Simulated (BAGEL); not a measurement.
**C2H6BS (SMILES [CH2]B(C)S) at UHF/3-21G (density fitting with qzvpp-jkfit)**

What is the vertical ionisation energy of C2H6BS at UHF/3-21G (density fitting with qzvpp-jkfit)? 

Program for the calculation: BAGEL 1.2.2.

1 further run of the same task is left out (it didn't finish).

## (1) The molecule

C2H6BS has 10 atoms, charge 0, and is taken as a doublet. SMILES: `[CH2]B(C)S`. Geometry: relaxed at PBE0-D4/def2-TZVP. This is one conformer, not always the lowest.

Bond lengths: C1–B2 1.526 Å, B2–C3 1.569 Å, B2–S4 1.804 Å, C1–H5 1.087 Å, C1–H6 1.086 Å, C3–H7 1.097 Å, C3–H8 1.095 Å, C3–H9 1.091 Å, S4–H10 1.343 Å. Some angles: C1–B2–C3 122.4°, C1–B2–S4 114.6°, C3–B2–S4 123.0°, B2–C1–H5 122.1°, B2–C1–H6 123.6°, B2–C3–H7 109.3°, B2–C3–H8 110.7°, B2–C3–H9 114.9°, B2–S4–H10 98.8°, H5–C1–H6 114.3°.

## (2) A single-point energy at UHF/3-21G (density fitting with qzvpp-jkfit)

job.json reads:

```json
{ "bagel": [

{
  "title": "molecule",
  "basis": "3-21g",
  "df_basis": "qzvpp-jkfit",
  "angstrom": true,
  "geometry": [
    { "atom": "C", "xyz": [   -1.347600,    0.728200,   -0.615700 ] },
    { "atom": "B", "xyz": [    0.025800,    0.124300,   -0.335600 ] },
    { "atom": "C", "xyz": [    0.392000,   -0.530200,    1.042800 ] },
    { "atom": "S", "xyz": [    1.179000,    0.205800,   -1.720200 ] },
    { "atom": "H", "xyz": [   -2.134400,    0.746700,    0.133900 ] },
    { "atom": "H", "xyz": [   -1.625600,    1.172700,   -1.567200 ] },
    { "atom": "H", "xyz": [   -0.198300,   -1.444600,    1.177900 ] },
    { "atom": "H", "xyz": [    0.112100,    0.129900,    1.870400 ] },
    { "atom": "H", "xyz": [    1.443700,   -0.796500,    1.159200 ] },
    { "atom": "H", "xyz": [    2.236400,   -0.387500,   -1.142600 ] }
  ]
},
{ "title": "uhf", "nopen": 1 },
{ "title": "print", "file": "orbitals.molden", "orbitals": true }

]}
```

The run is started by

```sh
$ BAGEL_NUM_THREADS=1 BAGEL job.json > job.out
```

Standard output:

```text
* using 1 threads per process

  ===============================================================
  ===============================================================

  *** Geometry ***

  { "atom" : "C", "xyz" : [     -2.546595,      1.376099,     -1.163504 ] },
  { "atom" : "B", "xyz" : [      0.048755,      0.234893,     -0.634192 ] },
  { "atom" : "C", "xyz" : [      0.740773,     -1.001933,      1.970606 ] },
  { "atom" : "S", "xyz" : [      2.227987,      0.388906,     -3.250707 ] },
  { "atom" : "H", "xyz" : [     -4.033431,      1.411058,      0.253034 ] },
  { "atom" : "H", "xyz" : [     -3.071939,      2.216082,     -2.961579 ] },
  { "atom" : "H", "xyz" : [     -0.374733,     -2.729898,      2.225908 ] },
  { "atom" : "H", "xyz" : [      0.211838,      0.245475,      3.534544 ] },
  { "atom" : "H", "xyz" : [      2.728198,     -1.505167,      2.190571 ] },
  { "atom" : "H", "xyz" : [      4.226184,     -0.732269,     -2.159201 ] },

  Number of auxiliary basis functions:      461

  Since a DF basis is specified, we compute 2- and 3-index integrals:
    o Being stored without compression. Storage requirement is 0.010 GB

  Number of basis functions:       52
  Number of electrons      :       39

    * METHOD: MOLECULE                             0.16

  *** Open-shell HF ***

  === Nuclear Repulsion ===
   136.1614714340

      * DIIS with orbital gradients will be used.

  === UHF iteration (3-21g) ===
      0       -498.81763593          0.03341197           0.06
      1       -498.89453624          0.00907325           0.06
      2       -498.90227217          0.00364916           0.06
      3       -498.90351001          0.00100815           0.06
      4       -498.90396354          0.00034084           0.06
      5       -498.90406621          0.00016709           0.06
      6       -498.90409647          0.00003039           0.06
      7       -498.90409943          0.00001073           0.06
      8       -498.90410021          0.00000262           0.06
      9       -498.90410030          0.00000123           0.06
     10       -498.90410033          0.00000054           0.06
     11       -498.90410033          0.00000022           0.06
     12       -498.90410034          0.00000011           0.06
     13       -498.90410034          0.00000004           0.06
     14       -498.90410034          0.00000002           0.06
     15       -498.90410034          0.00000000           0.06
    * SCF iteration converged.

    * S^2 (UHF) is 0.7588

    * Permanent dipole moment:
           (    0.234097,     0.190629,    -0.711288) a.u.

    * METHOD: UHF                                  1.09

    * METHOD: PRINT                                0.01

  ===============================================================
```

It took 1.4 s on 1 thread of Arm Neoverse V1, shared host; peak memory 0.081 GiB.

## (3) The singlet cation

calc.json reads:

```json
{ "bagel" : [

{
  "title" : "molecule",
  "basis" : "3-21g",
  "df_basis" : "qzvpp-jkfit",
  "angstrom" : true,
  "geometry" : [
    { "atom" : "C", "xyz" : [   -1.347600,    0.728200,   -0.615700 ] },
    { "atom" : "B", "xyz" : [    0.025800,    0.124300,   -0.335600 ] },
    { "atom" : "C", "xyz" : [    0.392000,   -0.530200,    1.042800 ] },
    { "atom" : "S", "xyz" : [    1.179000,    0.205800,   -1.720200 ] },
    { "atom" : "H", "xyz" : [   -2.134400,    0.746700,    0.133900 ] },
    { "atom" : "H", "xyz" : [   -1.625600,    1.172700,   -1.567200 ] },
    { "atom" : "H", "xyz" : [   -0.198300,   -1.444600,    1.177900 ] },
    { "atom" : "H", "xyz" : [    0.112100,    0.129900,    1.870400 ] },
    { "atom" : "H", "xyz" : [    1.443700,   -0.796500,    1.159200 ] },
    { "atom" : "H", "xyz" : [    2.236400,   -0.387500,   -1.142600 ] }
  ]
},
{ "title" : "hf", "charge" : 1 },
{ "title" : "print", "file" : "orbitals.molden", "orbitals" : true }

]}
```

The run is started by

```sh
$ BAGEL_NUM_THREADS=1 BAGEL calc.json > calc.out
```

Standard output:

```text
* using 1 threads per process

  ===============================================================
  ===============================================================

  *** Geometry ***

  { "atom" : "C", "xyz" : [     -2.546595,      1.376099,     -1.163504 ] },
  { "atom" : "B", "xyz" : [      0.048755,      0.234893,     -0.634192 ] },
  { "atom" : "C", "xyz" : [      0.740773,     -1.001933,      1.970606 ] },
  { "atom" : "S", "xyz" : [      2.227987,      0.388906,     -3.250707 ] },
  { "atom" : "H", "xyz" : [     -4.033431,      1.411058,      0.253034 ] },
  { "atom" : "H", "xyz" : [     -3.071939,      2.216082,     -2.961579 ] },
  { "atom" : "H", "xyz" : [     -0.374733,     -2.729898,      2.225908 ] },
  { "atom" : "H", "xyz" : [      0.211838,      0.245475,      3.534544 ] },
  { "atom" : "H", "xyz" : [      2.728198,     -1.505167,      2.190571 ] },
  { "atom" : "H", "xyz" : [      4.226184,     -0.732269,     -2.159201 ] },

  Number of auxiliary basis functions:      461

  Since a DF basis is specified, we compute 2- and 3-index integrals:
    o Being stored without compression. Storage requirement is 0.010 GB

  Number of basis functions:       52
  Number of electrons      :       39

    * METHOD: MOLECULE                             0.16

  *** RHF ***

  === Nuclear Repulsion ===
   136.1614714340

      * DIIS with orbital gradients will be used.

  === RHF iteration (3-21g) ===
      0       -498.48620775          0.01686768           0.03
      1       -498.56426532          0.00585661           0.03
      2       -498.57318233          0.00176273           0.03
      3       -498.57441106          0.00043363           0.03
      4       -498.57452363          0.00021035           0.03
      5       -498.57456300          0.00006777           0.03
      6       -498.57456921          0.00002524           0.03
      7       -498.57457010          0.00000758           0.03
      8       -498.57457017          0.00000189           0.03
      9       -498.57457017          0.00000058           0.03
     10       -498.57457017          0.00000023           0.03
     11       -498.57457017          0.00000008           0.03
     12       -498.57457017          0.00000003           0.03
     13       -498.57457017          0.00000002           0.03
     14       -498.57457017          0.00000001           0.03
    * SCF iteration converged.

    * Permanent dipole moment:
           (    1.880980,    -0.500709,    -0.472326) a.u.

    * METHOD: HF                                   0.55

    * METHOD: PRINT                                0.01

  ===============================================================
```

Run time: 0.85 s. Hardware: 1 thread of Arm Neoverse V1, shared host; peak memory 0.081 GiB.

## (4) What came out

At UHF/3-21G (density fitting with qzvpp-jkfit):

```
                                          quantity          value
                      doublet C2H6BS: total energy  -498.90410 Eh
                     doublet C2H6BS: dipole moment         1.96 D
                              doublet C2H6BS: ⟨S²⟩          0.759
                      singlet cation: total energy  -498.57457 Eh
                       singlet cation: HOMO energy      -16.09 eV
                       singlet cation: LUMO energy       -7.54 eV
                     singlet cation: HOMO–LUMO gap        8.55 eV
vertical ionisation energy (to the singlet cation)       8.967 eV
```

Removing an electron at fixed nuclei costs 8.97 eV (207 kcal/mol). Only the singlet of the ionised species was computed; a triplet could lie lower.
